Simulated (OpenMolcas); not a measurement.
# Re³⁺ among point charges: CASSCF and CASPT2 levels and susceptibility

How does a field of 6 point charges split the states of Re³⁺, and what χT follows?

Method: state-averaged CASSCF and CASPT2, spin-orbit coupling by RASSI with atomic mean-field integrals. Code: OpenMolcas 26.06.

### Step 1. What is computed

| Quantity | Value |
| --- | --- |
| Species | Re³⁺ (rhenium, Z = 75, 72 electrons) |
| Basis | ANO-RCC-VDZP [7s6p4d2f1g], 68 functions |
| Scalar Hamiltonian | DKH2, point nucleus |
| Inactive shells | 1s 2s 2p 3s 3p 3d 4s 4p 4d 4f 5s 5p |
| Active space | 4 electrons in 5 orbitals (5d) |
| Some configurations of this space | 5d⁴ |
| Orbitals | optimised for each spin and parity, averaged over all roots |

The outer shells:

5d4
```
5d [↑ ][↑ ][↑ ][↑ ][  ]
```

The ion sits among 6 point charges of -1.7 e arranged as an octahedron (Oh), 2.06 Å from the ion.

Each step is its own input file, run in one work folder so that later steps find the files of earlier ones. Labels, J, g values, rates, χT and fits are worked out afterwards by a script from the matrices that RASSI stores. The input lists half of the charges; inversion (Group=XYZ) makes the rest.

### Step 2. GATEWAY and SEWARD: basis and integrals

Contents of a.inp:

```
&GATEWAY
Coord
1

Re 0.0 0.0 0.0
Basis=ANO-RCC-VDZP
Group=XYZ
NoMove
AngMom=0.0 0.0 0.0
AMFI
XField
3 Angstrom 0
2.060000 0.000000 0.000000 -1.700000
0.000000 2.060000 0.000000 -1.700000
0.000000 0.000000 2.060000 -1.700000
&SEWARD
```

The run is started by

```sh
$ OMP_NUM_THREADS=1 MOLCAS_MEM=1689 MOLCAS_PROJECT=a pymolcas a.inp > a.log
```

Output:

```text
Basis set label: RE.ANO-RCC...7S6P4D2F1G.

      Electronic valence basis set:
      ------------------
      Associated Effective Charge  75.000000 au
      Associated Actual Charge     75.000000 au
      Nuclear Model: Point charge

      Shell  nPrim  nBasis  Cartesian Spherical Contaminant
         s      24       7        X
         p      21       6        X
         d      15       4                 X
         f      11       2                 X
         g       4       1                 X
                  Relativistic Douglas-Kroll-Hess integrals:
                    - DKH order of Hamiltonian: 2
                    - DKH order of Properties : 0
                  Atomic mean-field integrals
```

### Step 3. Reference wave functions, quintets of even parity, 5 roots

Contents of a.inp:

```
&RASSCF
FileOrb=start.orb
Symmetry=1
Spin=5
nActEl=4 0 0
Inactive=15 19
Ras2=5 0
CIRoot=5 5 1
SDav=5
CIMx=300
Iter=120 100
PrWF=0.3
OrbListing=Nothing
MaxOrb=0
>>> COPY $Project.JobIph JOB001
```

start.orb holds the contracted functions of the basis, ordered by shell, or the orbitals of the step before.

Output, shortened:

```text
[...]
      Number of active orbitals                  5
[...]
      Spin quantum number                      2.0
[...]
      Active orbitals                            5   0
[...]
      Number of CSFs                             5
      Number of root(s) required                 5
[...]
      Convergence after  9 iterations
[...]
      Natural orbitals and occupation numbers for root  1
      sym 1:   1.000000   1.000000   1.000000   1.000000  -0.000000
      Natural orbitals and occupation numbers for root  2
      sym 1:   1.000000   1.000000  -0.000000   1.000000   1.000000
      Natural orbitals and occupation numbers for root  3
      sym 1:   0.000000   1.000000   1.000000   1.000000   1.000000
::    RASSCF root number  1 Total energy: -16682.69226835
::    RASSCF root number  2 Total energy: -16682.69226835
::    RASSCF root number  3 Total energy: -16682.63596891
::    RASSCF root number  4 Total energy: -16682.63596891
::    RASSCF root number  5 Total energy: -16682.63596891
```

### Step 4. CASSCF: triplets of even parity, 45 roots

Contents of a.inp:

```
&RASSCF
FileOrb=start.orb
Symmetry=1
Spin=3
nActEl=4 0 0
Inactive=15 19
Ras2=5 0
CIRoot=45 45 1
SDav=45
CIMx=300
Iter=120 100
PrWF=0.3
OrbListing=Nothing
MaxOrb=0
>>> COPY $Project.JobIph JOB002
```

Output, shortened:

```text
[...]
      Number of active orbitals                  5
[...]
      Spin quantum number                      1.0
[...]
      Active orbitals                            5   0
[...]
      Number of CSFs                            45
      Number of root(s) required                45
[...]
      Convergence after  8 iterations
[...]
      Natural orbitals and occupation numbers for root  1
      sym 1:   1.009562   1.943868   0.016296   0.040778   0.989496
      Natural orbitals and occupation numbers for root  2
      sym 1:   0.016534   1.944041   1.009227   0.040370   0.989828
      Natural orbitals and occupation numbers for root  3
      sym 1:   1.933718   0.999813   0.047555   0.018763   1.000151
::    RASSCF root number  1 Total energy: -16682.66621381
::    RASSCF root number  2 Total energy: -16682.66621381
::    RASSCF root number  3 Total energy: -16682.66621381
[...]
::    RASSCF root number 27 Total energy: -16682.54629473
::    RASSCF root number 28 Total energy: -16682.54202614
::    RASSCF root number 29 Total energy: -16682.54202614
::    RASSCF root number 30 Total energy: -16682.53451391
```

### Step 5. CASSCF: singlets of even parity, 50 roots

Contents of a.inp:

```
&RASSCF
FileOrb=start.orb
Symmetry=1
Spin=1
nActEl=4 0 0
Inactive=15 19
Ras2=5 0
CIRoot=50 50 1
SDav=50
CIMx=300
Iter=120 100
PrWF=0.3
OrbListing=Nothing
MaxOrb=0
>>> COPY $Project.JobIph JOB003
```

Output, shortened:

```text
[...]
      Number of active orbitals                  5
[...]
      Spin quantum number                      0.0
[...]
      Active orbitals                            5   0
[...]
      Number of CSFs                            50
      Number of root(s) required                50
[...]
      Convergence after  7 iterations
[...]
      Natural orbitals and occupation numbers for root  1
      sym 1:   1.001375   1.882806   0.995905   0.084915   0.034999
      Natural orbitals and occupation numbers for root  2
      sym 1:   1.883146   1.010819   0.986601   0.084636   0.034798
      Natural orbitals and occupation numbers for root  3
      sym 1:   1.882136   0.997632   0.999620   0.035321   0.085291
::    RASSCF root number  1 Total energy: -16682.62844762
::    RASSCF root number  2 Total energy: -16682.62844762
::    RASSCF root number  3 Total energy: -16682.62844762
[...]
::    RASSCF root number 27 Total energy: -16682.51310799
::    RASSCF root number 28 Total energy: -16682.50635545
::    RASSCF root number 29 Total energy: -16682.48577637
::    RASSCF root number 30 Total energy: -16682.48577637
```

### Step 6. RASSI: spin-orbit coupling between the states

Contents of a.inp:

```
&RASSI
NrOfJobIphs=3 5 45 50
1 2 3 4 5
1 2 3 4 5 6 7 8 9 10 11 12 13 14 15 16 17 18 19 20 21 22 23 24 25 26 27
28 29 30 31 32 33 34 35 36 37 38 39 40 41 42 43 44 45
1 2 3 4 5 6 7 8 9 10 11 12 13 14 15 16 17 18 19 20 21 22 23 24 25 26 27
28 29 30 31 32 33 34 35 36 37 38 39 40 41 42 43 44 45 46 47 48 49 50
IphNames
JOB001
JOB002
JOB003
EJob
SpinOrbit
DIPRint=1.0
SOCoupling=1000.0
Subsets=2
Property=9
'ANGMOM' 1 'ANGMOM' 2 'ANGMOM' 3 'MLTPL  1' 1 'MLTPL  1' 2 'MLTPL  1' 3
'AMFI' 1 'AMFI' 2 'AMFI' 3
SOProperty=3
'ANGMOM' 1 'ANGMOM' 2 'ANGMOM' 3
```

The run is started by

```sh
$ OMP_NUM_THREADS=1 MOLCAS_MEM=1689 MOLCAS_PROJECT=a pymolcas a.inp > a.log
```

Output, shortened:

```text
SPIN-FREE ENERGIES:
  (Shifted by EMIN (a.u.) =     -16682.6922683467)
 SF State       Relative EMIN(au)   Rel lowest level(eV)    D:o, cm**(-1)      L_eff
     1             0.0000000000        0.0000000000              0.0000         2.0
     2             0.0000000000        0.0000000000              0.0000         2.0
     6             0.0260545413        0.7089801855           5718.3108         3.9
     7             0.0260545413        0.7089801855           5718.3108         3.9
     8             0.0260545413        0.7089801855           5718.3108         3.9
     3             0.0562994319        1.5319855870          12356.2971         2.0
     4             0.0562994319        1.5319855870          12356.2971         2.0
     5             0.0562994319        1.5319855870          12356.2971         2.0
    51             0.0638207221        1.7366503182          14007.0294         4.7
    52             0.0638207221        1.7366503182          14007.0294         4.7
[...]
Eigenvalues of complex Hamiltonian:
   -----------------------------------
  (Shifted by EMIN (a.u.) =     -16682.6922683467)
 SO State       Relative EMIN(au)   Rel lowest level(eV)    D:o, cm**(-1)     J-value
     1            -0.0358419449        0.0000000000              0.0000         1.7
     2            -0.0217824234        0.3825790706           3085.7083         1.9
     3            -0.0217824234        0.3825790703           3085.7083         2.0
     4            -0.0217824234        0.3825790705           3085.7083         1.8
     5            -0.0126086209        0.6322109526           5099.1252         2.2
     6            -0.0126086209        0.6322109528           5099.1252         2.0
     7            -0.0092209018        0.7243954855           5842.6436         2.3
     8            -0.0092209018        0.7243954854           5842.6436         2.3
     9            -0.0092209018        0.7243954855           5842.6436         2.3
    10            -0.0048962314        0.8420757615           6791.7991         2.4
    11             0.0162109150        1.4164304755          11424.2822         2.5
[...]
```

These steps took 24 s in all on 1 thread of Arm Neoverse V1, shared host.

Spin-free states, with their symmetry labels:

```
state  degeneracy  E (cm-1)  free-ion L (%)
   5E           2         0         D (100)
  3T1           3      5718          H (43)
  5T2           3     12356         D (100)
  1T2           3     14007          G (52)
   1E           2     15008          I (66)
   3E           2     16152          H (88)
  3T1           3     16534          H (45)
  3T2           3     17243          F (54)
  3A1           1     18908         G (100)
  3A2           1     19116         F (100)
  1A1           1     20516          G (41)
   3E           2     22181          G (53)
  1A2           1     24183          I (94)
  1T2           3     24222          I (61)
  1T1           3     25965          G (46)
  3T1           3     26196          H (43)
  3T2           3     28186          H (33)
   1E           2     28543          D (54)
  3T1           3     29708          F (41)
  3T2           3     32038          D (41)
   3E           2     32974          D (54)
  3T2           3     34623          G (50)
  1T2           3     36262          I (87)
  1A1           1     37356          S (42)
```

With spin-orbit coupling:

```json
{"E (cm-1)": "0.0", "Degeneracy": "1", "Label": "A1", "2S+1": "5"}
{"E (cm-1)": "3086", "Degeneracy": "3", "Label": "T1", "2S+1": "5"}
{"E (cm-1)": "5099", "Degeneracy": "2", "Label": "E", "2S+1": "5"}
{"E (cm-1)": "5843", "Degeneracy": "3", "Label": "T2", "2S+1": "5"}
{"E (cm-1)": "6792", "Degeneracy": "1", "Label": "A2", "2S+1": "5"}
{"E (cm-1)": "11424", "Degeneracy": "1", "Label": "A1", "2S+1": "3"}
{"E (cm-1)": "11472", "Degeneracy": "3", "Label": "T2", "2S+1": "3"}
{"E (cm-1)": "12512", "Degeneracy": "3", "Label": "T1", "2S+1": "3"}
{"E (cm-1)": "12590", "Degeneracy": "2", "Label": "E", "2S+1": "3"}
{"E (cm-1)": "15809", "Degeneracy": "1", "Label": "A1", "2S+1": "5"}
{"E (cm-1)": "16462", "Degeneracy": "3", "Label": "T1", "2S+1": "5"}
{"E (cm-1)": "16734", "Degeneracy": "2", "Label": "E", "2S+1": "3"}
{"E (cm-1)": "16983", "Degeneracy": "3", "Label": "T2", "2S+1": "3"}
{"E (cm-1)": "17123", "Degeneracy": "3", "Label": "T2", "2S+1": "5"}
{"E (cm-1)": "17425", "Degeneracy": "3", "Label": "T1", "2S+1": "5"}
{"E (cm-1)": "20786", "Degeneracy": "3", "Label": "T2", "2S+1": "5"}
{"E (cm-1)": "21752", "Degeneracy": "2", "Label": "E", "2S+1": "1"}
{"E (cm-1)": "21786", "Degeneracy": "3", "Label": "T1", "2S+1": "3"}
{"E (cm-1)": "23125", "Degeneracy": "3", "Label": "T2", "2S+1": "3"}
{"E (cm-1)": "23533", "Degeneracy": "3", "Label": "T1", "2S+1": "3"}
{"E (cm-1)": "23941", "Degeneracy": "1", "Label": "A1", "2S+1": "3"}
{"E (cm-1)": "24909", "Degeneracy": "3", "Label": "T2", "2S+1": "3"}
{"E (cm-1)": "25098", "Degeneracy": "3", "Label": "T1", "2S+1": "3"}
{"E (cm-1)": "25441", "Degeneracy": "2", "Label": "E", "2S+1": "3"}
```

The table of states holds 24 of 43 computed; the rest, higher up, is left out.

Powder χT (cm³ K/mol): 0.00 at 2 K, 0.00 at 5 K, 0.01 at 10 K, 0.01 at 20 K, 0.03 at 50 K, 0.06 at 100 K, 0.09 at 150 K, 0.12 at 200 K, 0.15 at 250 K, 0.18 at 300 K.

A ligand-field fit to the states below 45000 cm-1 gives 10Dq = 12845 cm-1, B = 758 cm-1 and C = 3101 cm-1 (C/B = 4.09), with a deviation of 233 cm-1.

Orbitals of the lowest block (energies include the constant potential of the surroundings):

```
shell     space  energy (hartree)  mean occupation  ⟨r²⟩ (bohr²)
   1s  inactive        -2641.4000            2.000      0.000416
   2s  inactive         -462.3042            2.000       0.00679
   2p  inactive         -404.9523            6.000       0.00563
   3s  inactive         -108.2157            2.000        0.0443
   3p  inactive          -90.8886            6.000        0.0450
   3d  inactive          -70.3844           10.000        0.0377
   4s  inactive          -22.6175            2.000         0.220
   4p  inactive          -16.8000            6.000         0.248
   4d  inactive           -9.1917           10.000         0.290
   4f  inactive           -0.7198           14.000         0.405
   5s  inactive           -2.1934            2.000          1.24
   5p  inactive           -0.6011            6.000          1.64
   5d      RAS2                              4.000          3.48
```

### Step 7. CASPT2: IPEA 0.25, imaginary shift 0.1 (closed shells correlated: 5s 5p)

Contents of a.inp:

```
>>> COPY JOB001 $Project.JobIph
&CASPT2
Multistate=5 1 2 3 4 5
NoMult
Frozen=14 16
IPEA=0.25
Imaginary=0.1
MaxIter=60
WThr=0.0 0.3 0.05
PrWF=0.5
NoMix
>>> COPY JOB002 $Project.JobIph
&CASPT2
Multistate=45 1 2 3 4 5 6 7 8 9 10 11 12 13 14 15 16 17 18 19 20 21 22
23 24 25 26 27 28 29 30 31 32 33 34 35 36 37 38 39 40 41 42 43 44 45
NoMult
Frozen=14 16
IPEA=0.25
Imaginary=0.1
MaxIter=60
WThr=0.0 0.3 0.05
PrWF=0.5
NoMix
>>> COPY JOB003 $Project.JobIph
&CASPT2
Multistate=50 1 2 3 4 5 6 7 8 9 10 11 12 13 14 15 16 17 18 19 20 21 22
23 24 25 26 27 28 29 30 31 32 33 34 35 36 37 38 39 40 41 42 43 44 45 46
47 48 49 50
NoMult
Frozen=14 16
IPEA=0.25
Imaginary=0.1
MaxIter=60
WThr=0.0 0.3 0.05
PrWF=0.5
NoMix
```

Output, shortened:

```text
[...]
      Active orbitals                            5   0
[...]
      E2 (Variational):          -0.1945355225
      Total energy:          -16682.8868038692
[...]
::    CASPT2 Root  1     Total energy: -16682.88680387
::    CASPT2 Root  2     Total energy: -16682.88681923
[...]
::    CASPT2 Root 27     Total energy: -16682.72707353
::    CASPT2 Root 28     Total energy: -16682.71670911
::    CASPT2 Root 29     Total energy: -16682.70069071
::    CASPT2 Root 30     Total energy: -16682.70018935
```

Time for this run: 11 s (1 thread of Arm Neoverse V1, shared host).

SS-CASPT2: lowest energy less the reference's lowest, -0.1945 hartree; reference weights 0.941 to 0.967.

States without spin-orbit coupling:

```csv
state,degeneracy,E (cm-1),free-ion L (%)
5E,2,0,D (100)
3T1,3,4470,H (43)
1T2,3,12293,G (52)
5T2,3,12771,D (100)
1E,2,13187,I (66)
3T1,3,14832,H (45)
3E,2,15402,H (88)
3T2,3,15605,F (54)
3A2,1,16945,F (100)
3A1,1,17436,G (100)
1A1,1,17922,G (41)
3E,2,20092,G (53)
1T2,3,22746,I (61)
1A2,1,23126,I (94)
1T1,3,24196,G (46)
1E,2,24283,D (54)
3T1,3,24891,H (43)
3T2,3,26777,H (33)
3T1,3,28733,F (41)
3T2,3,29840,D (41)
3E,2,31198,D (54)
3T2,3,32975,G (50)
3T1,3,34907,P (51)
1A1,1,35064,S (42)
```

With spin-orbit coupling:

```tsv
E (cm-1)	Degeneracy	Label	2S+1
0	1	A1	3
3420	3	T1	5
5590	2	E	5
6360	3	T2	5
7420	1	A2	5
10910	3	T2	3
11340	1	A1	5
12030	2	E	3
12270	3	T1	3
15930	1	A1	5
16520	3	T2	3
16530	2	E	3
16660	3	T1	5
17820	3	T1	5
17820	3	T2	5
20800	3	T2	5
21430	2	E	1
21660	3	T1	3
22580	3	T2	3
23110	3	T1	3
23790	1	A1	3
24130	3	T2	3
24350	3	T1	3
24400	2	E	3
```

Powder χT (cm³ K/mol): 0.00 at 2 K, 0.00 at 5 K, 0.01 at 10 K, 0.01 at 20 K, 0.03 at 50 K, 0.05 at 100 K, 0.08 at 150 K, 0.11 at 200 K, 0.13 at 250 K, 0.16 at 300 K.

A ligand-field fit to the states below 45000 cm-1 gives 10Dq = 13020 cm-1, B = 618 cm-1 and C = 2928 cm-1 (C/B = 4.74), with a deviation of 498 cm-1.

### Step 8. The methods side by side

A. CASSCF
B. SS-CASPT2, IPEA 0.25, imaginary shift 0.1 (closed shells correlated: 5s 5p)

```
method  ground state  first state of that spin (cm-1)  first gap with spin-orbit (cm-1)  χT at 300 K
     A            5E                        5T2 12360                            3085.7         0.18
     B            5E                        5T2 12770                            3424.3         0.16
```

### Step 9. Outcome

| quantity | value |
| --- | --- |
| method | SS-CASPT2, IPEA 0.25, imaginary shift 0.1 (closed shells correlated: 5s 5p) |
| spin-free ground state | 5E, 2-fold in its orbital part |
| first state of the same spin within the active space | 5T2 at 12800 cm⁻¹ |
| lowest level | 1-fold A1 |
| next level | 3424.3 cm⁻¹ |
| χT at 300 K | 0.16 cm³ K/mol |
| effective moment at 300 K | 1.13 μB |

Cost by method:

```csv
method,time of its own steps,time with the reference
A. CASSCF,24 s,24 s
"B. SS-CASPT2, IPEA 0.25, imaginary shift 0.1, +5s 5p",11 s,35 s
```

Times are of one thread on a shared host.

**Reading.** The spin-free ground state (5E) comes to 100 % from free-ion D terms and keeps the highest spin of the shell. χT at 300 K is 0.16, against 3.01 cm³ K/mol for the spin alone, so spin-orbit coupling lowers it. An active space of the d shell alone favours high spin; real ions in strong fields can be low spin. A ligand-field fit to the states below 45000 cm-1 gives 10Dq = 13020 cm-1, B = 618 cm-1 and C = 2928 cm-1 (C/B = 4.74), with a deviation of 498 cm-1. CASPT2 does not keep the components of a term degenerate, and the means are used. An orbital doublet at a regular site is open to a Jahn-Teller distortion, which this geometry leaves out. The field of point charges can differ much from that of real complexes. With metal d orbitals alone active, the gaps between spin states are rough; where two lie within a few thousand cm-1, their order is open. Point charges carry no covalency, so the field is a model and not that of real ligands.
